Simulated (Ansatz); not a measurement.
# Si2Br3: a closer look at a trial structure

This session takes a relaxed cell of Si2Br3 and sets out to compute bands, density of states and charges.

Method: DFT PBE, scalar-relativistic, plane waves, PAW, in Ansatz 0.2.0.

3 further runs of the same task are left out: 1 that didn't finish, 2 set aside as unsound or not needed.

### 1 The structure to begin with

It takes space group P4/mmm (No. 123, tetragonal). Conventional cell: a = 5.544 Å, b = 5.544 Å, c = 5.180 Å, α = 90.00°, β = 90.00°, γ = 90.00°. Si (site symmetry 4/mmm) has 2 Br at 2.59 Å as nearest neighbours. Si (site symmetry 4/mmm) has 8 Br at 3.79 Å and 4 Si at 3.92 Å as nearest neighbours. Around Br (site symmetry 4/mmm) lie 2 Si at 2.59 Å and 4 Br at 2.77 Å. Br (site symmetry mmm) has 2 Br at 2.77 Å as nearest neighbours.

Structure file:

```cif
data_structure
_symmetry_space_group_name_H-M 'P4/mmm'
_symmetry_Int_Tables_number 123
_cell_length_a 5.5435
_cell_length_b 5.5435
_cell_length_c 5.1796
_cell_angle_alpha 90.000
_cell_angle_beta 90.000
_cell_angle_gamma 90.000
_cell_volume 159.17
loop_
_atom_site_label
_atom_site_type_symbol
_atom_site_symmetry_multiplicity
_atom_site_Wyckoff_symbol
_atom_site_fract_x
_atom_site_fract_y
_atom_site_fract_z
_atom_site_occupancy
Si1 Si 1 b 0.00000 0.00000 0.50000 1
Si2 Si 1 d 0.50000 0.50000 0.50000 1
Br1 Br 1 a 0.00000 0.00000 0.00000 1
Br2 Br 2 f 0.00000 0.50000 0.00000 1
```

It is the end of an earlier relaxation with the same method, from a generated guess; it is a trial structure. At a tolerance of 0.05 Å it has space group P4/mmm (No. 123); it has 31.83 Å³/atom, an uncorrected energy of +1.14 eV/atom over the elements.

### 2 Electronic structure at the relaxed geometry

input.yaml

```yaml
crystal:
  lattice:
    - [5.5435255429, 0.0, 0.0]
    - [0.0, 5.5435255429, 0.0]
    - [0.0, 0.0, 5.1796234064]
  atoms:
    - { symbol: Si, position: [0.0, 0.0, 0.5] }
    - { symbol: Si, position: [0.5, 0.5, 0.5] }
    - { symbol: Br, position: [0.0, 0.0, 0.0] }
    - { symbol: Br, position: [0.0, 0.5, 0.0] }
    - { symbol: Br, position: [0.5, 0.0, 0.0] }
basis:
  ecutwfc: 420
kpoints:
  mp_grid: { grid: [8, 8, 8] }
  band_path:
    path:
      - [[0.0, 0.0, 0.0], [0.0, 0.5, 0.0], [0.5, 0.5, 0.0], [0.0, 0.0, 0.0], [0.0, 0.0, 0.5], [0.0, 0.5, 0.5], [0.5, 0.5, 0.5], [0.0, 0.0, 0.5]]
      - [[0.0, 0.5, 0.0], [0.0, 0.5, 0.5]]
      - [[0.5, 0.5, 0.0], [0.5, 0.5, 0.5]]
    npoints: 14
hamiltonian:
  xc: pbe
scf:
  occupations: { method: gaussian, width: 0.1 }
  n_extra_bands: 12
output:
  forces: true
  stress: true
  eigenvalues: true
  populations: true
  dos: { projected: true, de: 0.02, nscf_kmesh: { grid: [10, 10, 10] } }
  bader: true
  write_density: true
  write_potential: true
  elf: true
  volumetric_format: npy
```

Launch:

```console
$ ansatz run input.yaml --threads 1 --pin off --max-ram 2560MiB --backend cpu --events-out ev --progress --plain --runs-dir out
```

Log:

```text
Warning: RAYON_NUM_THREADS=1 ignored (pool sized by the plan → 1); use --threads N
scf.n_extra_bands = 12 over 15 filled bands (N_el = 29.0): the run solves 27 bands
Engine: ansatz 0.2.0, x86_64-unknown-linux-gnu
Pseudopotentials: kind: paw
Pseudopotential: Si, paw, valence charge 4, recommended cutoff 420 eV (normal), Si.paw.azcp
Pseudopotential: Br, paw, valence charge 7, recommended cutoff 420 eV (normal), Br.paw.azcp
Functional definition: PBE
  parameter kappa = 0.804
  parameter beta = 0.06672455060314922
  exchange = pbe_x(kappa = kappa, mu = beta*pi^2/3)
  correlation = pbe_c(beta = beta)
Crystal: 5 atoms, lattice volume = 159.173 Å³
Basis set: ecut = 420 eV, 3109 PW (Γ), exchange–correlation on 80×80×72 points (8 copies of the dense FFT grid, shifted against one another)
Bands: 27, of which v1, the nominal top of the filled ones, is band 15 counted from 1 (14 counted from 0)
Symmetry: 16 space group operations
Space group: P4/mmm (ITA 123), of the structure as read, at distance tolerance 5.4e-5 Å
k-points: 75 of 512
Non-local potential: Si, projectors of the file, l = 0: 2, l = 1: 2, l = 2: 2
Non-local potential: Br, projectors of the file, l = 0: 2, l = 1: 2, l = 2: 2
PAW form: soft (Blöchl's): semilocal exchange-correlation on the pseudo side does not see the compensation charge
PAW one-centre angular grid: Si, 110 points (default); XC on 64 Gauss nodes
PAW one-centre angular grid: Br, 110 points (default); XC on 64 Gauss nodes
Initial density: superposition of atomic densities (neutral atoms: chi_scale 0, normalization atom), corrected by the library's trained network
Initial wavefunctions: pseudopotential atomic-orbital guess
Functional: x = pbe(κ = 0.804, μ = 0.2195149727645171), c = pbe(β = 0.06672455060314922)
SCF iter   1: F=—  HF=-9615.478347 eV  |F-HF|=—  |Δ(HF+E_count)|=         —  Δρ=5.01e-3  dr2=1.66e-1  ethr=1.77e-3  ⟨swp⟩=7.0  Hψ=11453  notcnv=0  defer=92
preconditioner: auto → Kerker (q_TF=auto, 2.054 Å⁻¹)  [metal: Δε(μ)=0.030 eV  Ē_g=9.866 eV  σ=0.100 eV  W_gap=0.17  n_scr=26 (ndim 8)  ℏωp=15.3 eV  f_vac=0.000  D(μ)=4.19/eV (n_scr^D=26)]
SCF iter   2: F=—  HF=-9615.464596 eV  |F-HF|=—  |Δ(HF+E_count)|=   1.38e-2  Δρ=2.95e-3  dr2=6.22e-2  ethr=5.73e-4  ⟨swp⟩=1.1  Hψ=2630  notcnv=0  defer=127
SCF iter   3: F=—  HF=-9615.456518 eV  |F-HF|=—  |Δ(HF+E_count)|=   8.08e-3  Δρ=5.95e-4  dr2=9.93e-4  ethr=2.14e-4  ⟨swp⟩=1.1  Hψ=1559  notcnv=0  defer=127
SCF iter   4: F=—  HF=-9615.456581 eV  |F-HF|=—  |Δ(HF+E_count)|=   6.32e-5  Δρ=1.58e-4  dr2=1.47e-4  ethr=3.42e-6  ⟨swp⟩=2.1  Hψ=2501  notcnv=0  defer=127
SCF iter   5: F=—  HF=-9615.456591 eV  |F-HF|=—  |Δ(HF+E_count)|=   9.55e-6  Δρ=6.00e-5  dr2=1.38e-5  ethr=5.06e-7  ⟨swp⟩=2.4  Hψ=2550  notcnv=0  defer=127
SCF iter   6: F=—  HF=-9615.456574 eV  |F-HF|=—  |Δ(HF+E_count)|=   1.71e-5  Δρ=1.96e-5  dr2=1.32e-6  ethr=4.76e-8  ⟨swp⟩=2.2  Hψ=2404  notcnv=0  defer=127
SCF iter   7: F=—  HF=-9615.456575 eV  |F-HF|=—  |Δ(HF+E_count)|=   1.37e-6  Δρ=4.97e-6  dr2=1.11e-7  ethr=4.56e-9  ⟨swp⟩=2.1  Hψ=2374  notcnv=0  defer=127
SCF iter   8: F=-9615.456575 eV  HF=-9615.456575 eV  |F-HF|=7.13e-10  |Δ(HF+E_count)|=   9.54e-8  Δρ=1.61e-6  dr2=1.19e-8  ethr=3.45e-10  ⟨swp⟩=16.7  Hψ=17389  notcnv=0
SCF 1 converged in 8 iterations: F = -9615.456575 eV  dr2 = 1.19e-8
NSCF: frozen V_eff on 129 k-points
NSCF: frozen V_eff on 126 k-points
SCF converged after 8 iterations
Free energy (F): -9615.456575 eV
Harris-Foulkes:  -9615.456575 eV  (|F-HF|=7.13e-10)
Internal energy: -9615.432696 eV  (E = F + TS)
E sigma→0 (E₀):  -9615.444636 eV
Entropy (-TS):   -0.023879 eV (-4.776 meV/atom)
Fermi energy:    3.368674 eV
--- Per-component energies (eV) ---
  E_band       = -79.238389
  E_kinetic    = 463.678767
  E_local      = -896.880083  (includes V_loc(G=0)·N_el)
  E_nonlocal   = 263.777887
  E_hartree    = 259.308720
  E_xc         = -893.524662
  E_vxc        = -390.414542  (∫ρ·V_xc dr)
  E_paw        = -7763.619946  (= ΣΔE_a)
  E_vpaw       = -38.018666  (= ΣTr[D̂ρ^β])
  E_aug_tail   = 0.000018  (compensation charges beyond the density's cutoff)
  E_ewald      = -1048.173397
  E_smearing   = -0.023879  (= −TS)
  E_closure    = 0.000000  (closes the sum)
  Σ components = -9615.456575   (vs F -9615.456575, Δ=0.00e0)
--- Forces (eV/Å), atoms counted from 1 ---
  atom   1  Si    -0.00000000     0.00000000     0.00000000
  atom   2  Si     0.00000000     0.00000000     0.00000000
  atom   3  Br    -0.00000000     0.00000000     0.00000000
  atom   4  Br     0.00000000     0.00000000     0.00000000
  atom   5  Br     0.00000000     0.00000000     0.00000000
  max |Σ_I F_I| component: 8.18e-30 eV/Å
--- Stress (GPa, compression-positive) ---
        0.001162       0.000000       0.000000
        0.000000       0.001162       0.000000
        0.000000       0.000000      -0.001731
  P = ⅓ Tr σ = 0.0002 GPa (0.002 kbar)
--- Band table (eV; the first three rows and the last of 75) ---
  k-point 0: bands = ["-13.7879", "-11.2775", "-10.7593", "-3.7386", "-3.1378", "-3.1378", "-3.0538", "-2.5049", "0.8126", "0.8126", "0.8339", "1.0220", "3.3373", "3.3373", "4.3452", "4.3452", "4.4141", "5.5077", "5.5077", "7.9579", "8.0645", "8.1077", "8.1077", "8.3998", "9.2343", "9.4507", "11.7073"]
  k-point 1: bands = ["-13.7805", "-11.2763", "-10.7560", "-4.1720", "-3.1857", "-3.1242", "-3.1242", "-1.7601", "0.8349", "0.8349", "0.8845", "0.9748", "3.1877", "3.1877", "4.2127", "4.3540", "4.3540", "5.3955", "5.3955", "8.1431", "8.1671", "8.4557", "8.4823", "8.4823", "8.7559", "9.5401", "11.6065"]
  k-point 2: bands = ["-13.7623", "-11.2732", "-10.7479", "-4.7812", "-3.2570", "-3.0907", "-3.0907", "-0.5497", "0.8659", "0.8934", "0.8934", "1.0320", "2.8607", "2.8607", "3.7670", "4.3811", "4.3811", "5.1578", "5.1578", "6.9061", "8.3756", "8.7291", "9.3329", "9.4304", "9.4304", "10.1882", "10.8668"]
  k-point 74: bands = ["-13.2888", "-11.5123", "-11.5123", "-5.0750", "-3.3745", "-0.5313", "-0.3628", "-0.3628", "-0.2266", "-0.2266", "0.6146", "0.6973", "1.6498", "1.7631", "3.6024", "3.6024", "4.3430", "4.4801", "5.3047", "5.3047", "9.4461", "9.4461", "9.9118", "10.0325", "11.4658", "11.7442", "12.4864"]
--- Löwdin populations: 5 sites ---
  site symbol       q [e]
     0     Si      3.9022
     1     Si      3.7731
     2     Br      6.7027
     3     Br      7.2252
     4     Br      7.2252
  spilling = 0.005922 (of n_electrons = 29.000000)
--- Bader charges: 5 sites ---
  site symbol  charge [e]  shift [e]
     0     Si      0.4841     0.0007
     1     Si      0.4068     0.0000
     2     Br     -0.1931     0.0007
     3     Br     -0.3489     0.0000
     4     Br     -0.3489     0.0000
  estimated error of the sums over rays = 2.9e-4 e
```

Wall time 3.2 min (1 thread of Intel Xeon at 2.50GHz (Skylake/Cascade Lake), shared host); peak memory 0.63 GiB.

By site:

```tsv
atom	Löwdin electrons	Bader charge (e)	Bader volume (Å³)
Si1	3.90	+0.48	30.0
Si2	3.77	+0.41	37.5
Br3	6.70	-0.19	22.3
Br4	7.23	-0.35	34.7
Br5	7.23	-0.35	34.7
```

The Löwdin counts miss 0.17 of the 29 electrons, which the atomic orbitals do not span, so they are no charges.

From bands.tsv, the levels nearest the Fermi level at the path's corners, in eV from the Fermi level:

| point | band 11 | band 12 | band 13 | band 14 | band 15 | band 16 | band 17 | band 18 |
| --- | --- | --- | --- | --- | --- | --- | --- | --- |
| Γ | -2.54 | -2.35 | -0.03 | -0.03 | 0.98 | 0.98 | 1.04 | 2.14 |
| X | -2.77 | -2.34 | -2.15 | 0.18 | 0.61 | 0.63 | 0.69 | 0.71 |
| M | -2.72 | -2.72 | -2.71 | -1.75 | -0.97 | -0.97 | 0.26 | 2.27 |
| Γ | -2.54 | -2.35 | -0.03 | -0.03 | 0.98 | 0.98 | 1.04 | 2.14 |
| Z | -2.33 | -1.54 | -0.92 | -0.92 | -0.28 | 1.04 | 1.09 | 1.09 |
| R | -2.70 | -2.57 | -1.73 | -0.13 | 0.10 | 0.72 | 0.85 | 0.92 |
| A | -2.75 | -2.67 | -1.72 | -1.61 | 0.23 | 0.23 | 0.97 | 1.11 |
| Z | -2.33 | -1.54 | -0.92 | -0.92 | -0.28 | 1.04 | 1.09 | 1.09 |
| X | -2.77 | -2.34 | -2.15 | 0.18 | 0.61 | 0.63 | 0.69 | 0.71 |
| R | -2.70 | -2.57 | -1.73 | -0.13 | 0.10 | 0.72 | 0.85 | 0.92 |
| M | -2.72 | -2.72 | -2.71 | -1.75 | -0.97 | -0.97 | 0.26 | 2.27 |
| A | -2.75 | -2.67 | -1.72 | -1.61 | 0.23 | 0.23 | 0.97 | 1.11 |

States per cell in windows of 1 eV, from dos.tsv and pdos.tsv (zero at the Fermi level):

```csv
from,to,total,Si 3s,Si 3p,Br 4p
-8,-7,0.93,0.59,0.07,0.26
-7,-6,3.54,1.78,0.16,1.56
-6,-5,1.78,0.24,0.10,1.36
-5,-4,1.64,0.17,0.12,1.26
-4,-3,2.46,0.19,0.43,1.79
-3,-2,6.79,0.21,0.48,6.00
-2,-1,1.54,0.08,0.06,1.34
-1,0,3.32,0.02,2.17,1.06
0,1,5.65,0.04,3.77,1.74
1,2,3.59,0.03,2.93,0.50
2,3,0.64,0.01,0.52,0.07
3,4,0.30,0.01,0.19,0.06
4,5,0.50,0.01,0.19,0.07
5,6,2.37,0.00,0.31,0.13
```

Below -8 eV lie 7 or so more states.

Density in a lattice plane of the grid's cell (edges 5.54 and 5.18 Å, at 0.000 of the third edge), which holds Si and Br.

Ten even steps from ' ' (0.01 e/Å³) to '@' (1.16 e/Å³):
```
==**@@%%++--::--++%%%%**==**%%%%++--::--++%%@@**
@@@@@@**--::..::--**%%@@@@@@%%**--::..::--**@@@@
####++--::..  ..::--++**##**++--::..  ..::--++##
==--::....        ..::::--::::..        ....::--
::::::..                ..                ..::::
--::::....                              ....::::
::::::::....                          ....::::::
....::::::..                          ..::::::..
    ::::::..                          ..::::::  
....::::::..                          ..::::::..
::::::::....                          ....::::::
--::::....                              ....::::
::::::..                ..                ..::::
==--::....        ..::::--::::..        ....::--
####++--::..  ..::--++**##**++--::..  ..::--++##
@@@@@@**--::..::--**%%@@@@@@%%**--::..::--**@@@@
==**@@%%++--::--++%%%%**==**%%%%++--::--++%%@@**
  --##@@**--::--**%%##::  ::##%%**--::--**@@##--
```
Columns run along the first of these edges and rows up along the second, over one cell in 24 and 18 even steps from the bottom left corner. Atoms in the plane (fractional): Si at (0.00, 0.50), Br at (0.00, 0.00), Br at (0.50, 0.00).

ELF in the same plane.

Ten even steps from ' ' (0.01) to '@' (0.90):
```
  ..++@@%%++::++%%%%++..  ..++%%%%++::++%%@@++..
**##@@@@##==::==##@@@@##**##@@@@##==::==##@@@@##
@@@@%%##++::..::**%%@@@@@@@@@@%%**::..::++##%%@@
####**==::..  ..--**%%%%@@%%%%**--..  ..::==**##
**++==--::..    ..--++******++--..    ..::--==++
####****==--..      ..::::::..      ..--==****##
**####%%%%##==..                  ..==##%%%%####
######@@@@@@##--..              ..--##@@@@@@####
@@%%%%@@@@@@%%++::              ::++%%@@@@@@%%%%
######@@@@@@##--..              ..--##@@@@@@####
**####%%%%##==..                  ..==##%%%%####
####****==--..      ..::::::..      ..--==****##
**++==--::..    ..--++******++--..    ..::--==++
####**==::..  ..--**%%%%@@%%%%**--..  ..::==**##
@@@@%%##++::..::**%%@@@@@@@@@@%%**::..::++##%%@@
**##@@@@##==::==##@@@@##**##@@@@##==::==##@@@@##
  ..++@@%%++::++%%%%++..  ..++%%%%++::++%%@@++..
    --%%%%++--++%%##::      ::##%%++--++%%%%--  
```
Columns run along the first of these edges and rows up along the second, over one cell in 24 and 18 even steps from the bottom left corner. Atoms in the plane (fractional): Si at (0.00, 0.50), Br at (0.00, 0.00), Br at (0.50, 0.00).

Both are smooth fields of the valence electrons: close to the nuclei they are not physical.

The highest ELF values outside the cores: 0.93 beside Si, off the lines to its neighbours, 1.0 Å from Si; 0.90 beside Br, off the lines to its neighbours, 0.9 Å from Br; 0.90 in the shell around Br, 0.8 Å from Br.

### 3 Variant: ecutwfc 400 eV

input.yaml

```yaml
crystal:
  lattice:
    - [5.5435255429, 0.0, 0.0]
    - [0.0, 5.5435255429, 0.0]
    - [0.0, 0.0, 5.1796234064]
  atoms:
    - { symbol: Si, position: [0.0, 0.0, 0.5] }
    - { symbol: Si, position: [0.5, 0.5, 0.5] }
    - { symbol: Br, position: [0.0, 0.0, 0.0] }
    - { symbol: Br, position: [0.0, 0.5, 0.0] }
    - { symbol: Br, position: [0.5, 0.0, 0.0] }
basis:
  ecutwfc: "400 eV"
kpoints:
  mp_grid: { grid: [8, 8, 8] }
hamiltonian:
  xc: pbe
scf:
  occupations: { method: gaussian, width: 0.1 }
output:
  forces: true
  eigenvalues: true
  stress: true
```

Launch:

```console
$ ansatz run input.yaml --threads 1 --pin off --max-ram 2560MiB --backend cpu --events-out ev --progress --plain --runs-dir out
```

Log, shortened:

```text
Warning: basis.ecutwfc = 400 eV is below the records' recommended 420 eV, and the density's cutoff is lower with it unless basis.ecutrho_ratio is high enough to keep the records' density cutoff: compare with a run at a higher cutoff
Warning: RAYON_NUM_THREADS=1 ignored (pool sized by the plan → 1); use --threads N
[...]
[... 4 set-up lines as earlier in the session ...]
[...]
Crystal: 5 atoms, lattice volume = 159.173 Å³
Basis set: ecut = 400 eV, 2885 PW (Γ), exchange–correlation on 80×80×72 points (8 copies of the dense FFT grid, shifted against one another)
Bands: 20, of which v1, the nominal top of the filled ones, is band 15 counted from 1 (14 counted from 0)
[... 2 set-up lines as earlier in the session ...]
k-points: 75 of 512
[...]
SCF iter   8: F=-9615.455915 eV  HF=-9615.455915 eV  |F-HF|=1.26e-9  |Δ(HF+E_count)|=   9.63e-8  Δρ=1.57e-6  dr2=1.08e-8  ethr=3.45e-10  ⟨swp⟩=8.2  Hψ=7617  notcnv=0
[...]
SCF converged after 8 iterations
Free energy (F): -9615.455915 eV
[...]
E sigma→0 (E₀):  -9615.443976 eV
Entropy (-TS):   -0.023879 eV (-4.776 meV/atom)
Fermi energy:    3.368748 eV
[...]
--- Forces (eV/Å), atoms counted from 1 ---
  atom   1  Si    -0.00000000     0.00000000     0.00000000
  atom   2  Si     0.00000000     0.00000000     0.00000000
  atom   3  Br     0.00000000     0.00000000     0.00000000
  atom   4  Br     0.00000000    -0.00000000     0.00000000
  atom   5  Br     0.00000000     0.00000000     0.00000000
[...]
--- Stress (GPa, compression-positive) ---
        0.001119       0.000000       0.000000
        0.000000       0.001119       0.000000
        0.000000       0.000000      -0.000974
  P = ⅓ Tr σ = 0.0004 GPa (0.004 kbar)
--- Band table (eV; the first three rows and the last of 75) ---
  k-point 0: bands = ["-13.7878", "-11.2774", "-10.7592", "-3.7387", "-3.1378", "-3.1378", "-3.0537", "-2.5049", "0.8126", "0.8126", "0.8339", "1.0220", "3.3374", "3.3374", "4.3452", "4.3452", "4.4142", "5.5078", "5.5078", "7.9580"]
[...]
```

It took 24 s on 1 thread of Intel Xeon at 2.50GHz (Skylake/Cascade Lake), shared host; peak memory 0.49 GiB.

```tsv
run	ending	energy change	pressure (GPa)	gap (eV)	force (eV/Å)	cycles	time
step 2	converged	0	0.0	0.00	0.00	8	3.2 min
variant	converged	+0.1 meV/atom	0.0	0.00	0.00	8	24 s
```

Changing the cutoff hardly moves the energy: +0.1 meV/atom.

### 4 Outcome

| quantity | value |
| --- | --- |
| gap | none (metal) |
| states at the Fermi level | 7.25 per eV per cell |
| Bader charges | Si +0.41 to +0.48, Br -0.35 to -0.19 e |

What this shows: Bands cross the Fermi level: a metal at this level of theory. Of the projected weight within 0.25 eV of the Fermi level, the largest part is Si 3p (66 %) and Br 4p (33 %). Charge transfer between the atoms is moderate (Bader charges up to 0.5 e). The final runs have no spin polarisation, so no magnetic state was tried and one may lie lower.
